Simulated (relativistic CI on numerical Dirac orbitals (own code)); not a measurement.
# Mo³⁺: 3p photoemission multiplets

Aim: the 3p photoemission spectrum of Mo³⁺ in 3 surroundings, from the same atomic integrals.

Method: Dirac-Coulomb-Breit CI, KLI orbitals optimised for each configuration, model QED (radiative potential, 1s self-energy scaled to tabulated hydrogen-like ionisation energies), multiplet model of photoemission in the sudden approximation in a parametric crystal field. Code: relativistic CI on numerical Dirac orbitals (own code) version 1.

## 1. Starting point

| Property | Result |
| --- | --- |
| ion | Mo³⁺ (Mo IV) |
| nuclear charge | 42 |
| electrons | 39 |
| configurations | [Kr] 4d3 → [Ne] 3s2 3p5 3d10 4s2 4p6 4d3 |
| temperature | 80 K |
| widths | Lorentz 1.4 eV, Gauss 0.6 eV |
| surrounding 1 | D3d, 10Dq = 37800, Dsigma = 240, Dtau = -40 cm⁻¹ |
| surrounding 2 | D3d, 10Dq = 37800, Dsigma = 720, Dtau = -40 cm⁻¹ |
| surrounding 3 | D3d, 10Dq = 37800, Dsigma = 1200, Dtau = -40 cm⁻¹ |

## 2. Surrounding 1: D3d, 10Dq = 37800, Dsigma = 240, Dtau = -40

Settings of the run:

```ini
atom Mo  Z=42  charge=3  electrons=39
nucleus A=98  rms_radius_fm=4.4091
hamiltonian dirac-coulomb  breit=on  qed=on  c_scale=1
orbitals kli  potential=per-configuration
slater_scale 1
correlation none
mixing on
configurations
  [Kr] 4d3
  [Ne] 3s2 3p5 3d10 4s2 4p6 4d3
end
photoemission 3p T=80 lorentz=1.4 gauss=0.6
crystal_field D3d 10Dq=37800 Dsigma=240 Dtau=-40
```

## 3. Surrounding 2: D3d, 10Dq = 37800, Dsigma = 720, Dtau = -40

The settings differ from step 2 so:

```diff
@@ -12,2 +12,2 @@
 photoemission 3p T=80 lorentz=1.4 gauss=0.6
-crystal_field D3d 10Dq=37800 Dsigma=240 Dtau=-40
+crystal_field D3d 10Dq=37800 Dsigma=720 Dtau=-40
```

## 4. Surrounding 3: D3d, 10Dq = 37800, Dsigma = 1200, Dtau = -40

The settings differ from step 3 so:

```diff
@@ -12,2 +12,2 @@
 photoemission 3p T=80 lorentz=1.4 gauss=0.6
-crystal_field D3d 10Dq=37800 Dsigma=720 Dtau=-40
+crystal_field D3d 10Dq=37800 Dsigma=1200 Dtau=-40
```

(Steps that only read results are left out.)

Q: Predict the outcome of this session. Wanted: highest peak, first run; ground spin.

As calculated:

| surrounding | ground S | centroid (eV) | spread (eV) | up to four highest peaks (% of the highest), eV |
| --- | --- | --- | --- | --- |
| 1: D3d | 1.50 | 445.94 | 8.43 | 440.0 (100), 457.8 (54) |
| 2: D3d | 1.50 | 445.94 | 8.43 | 440.0 (100), 457.8 (55) |
| 3: D3d | 1.50 | 445.94 | 8.43 | 440.0 (100), 457.8 (55) |

```
                           quantity     value
            highest peak, first run  440.0 eV
ground spin (effective S from ⟨S²⟩)      1.50
```

What this shows: The highest peak stays in place, within the step of the energy grid, in all surroundings. Energies are those of the free ion without screening by ligands; binding energies in solids differ by tens of eV.
